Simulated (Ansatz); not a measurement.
# V (hcp type): the cost of one run

Computed with Ansatz 0.2.0 (DFT PBEsol, with the methods named in each step, unless a step's input says otherwise).

1 further run of the same task is left out (set aside as unsound or not needed). Runs told in other sessions of the task aren't counted.

**1. The system as given**

The structure is hexagonal, space group P6_3/mmc (No. 194). The conventional cell has a = 2.644 Å, b = 2.644 Å, c = 4.283 Å, α = 90.00°, β = 90.00°, γ = 120.00°. V (site symmetry -6m2) has 12 V at 2.63 to 2.64 Å in its first shell of neighbours.

Structure file:

```cif
data_structure
_symmetry_space_group_name_H-M 'P6_3/mmc'
_symmetry_Int_Tables_number 194
_cell_length_a 2.6439
_cell_length_b 2.6439
_cell_length_c 4.2831
_cell_angle_alpha 90.000
_cell_angle_beta 90.000
_cell_angle_gamma 120.000
_cell_volume 25.93
loop_
_atom_site_label
_atom_site_type_symbol
_atom_site_symmetry_multiplicity
_atom_site_Wyckoff_symbol
_atom_site_fract_x
_atom_site_fract_y
_atom_site_fract_z
_atom_site_occupancy
V1 V 2 c 0.33333 0.66667 0.25000 1
```

The file gives the conventional cell by its symmetry; the runs use the cell typed in the input.

Whether this phase is the stable one at these pressures isn't tested.

Atoms are numbered in the order of the input: V1, V2.

**2. Cell relaxed at zero pressure, PAW**

The input, input.yaml:

```yaml
crystal:
  lattice:
    - [2.6438762521, 0.0, 0.0]
    - [-1.321938126, 2.2896639988, 0.0]
    - [0.0, 0.0, 4.2830795284]
  atoms:
    - { symbol: V, position: [0.3333333333, 0.6666666667, 0.25] }
    - { symbol: V, position: [0.6666666667, 0.3333333333, 0.75] }
kpoints:
  mp_grid: { grid: [16, 16, 9] }
scf:
  occupations: { method: fermi_dirac, width: 0.05 }
hamiltonian:
  xc: pbesol
  pseudopotentials: { kind: paw }
output:
  forces: true
  stress: true
relax:
  f_tol: 0.005
  max_steps: 40
  cell: {}
```

Command:

```sh
$ ansatz run input.yaml --threads 1 --pin off --max-ram 2048MiB --backend cpu --events-out ev --progress --plain --runs-dir out
```

What time and memory should one allow on 1 thread of Arm Neoverse V1, shared host?

About 29 s, with a peak of 0.34 GiB.
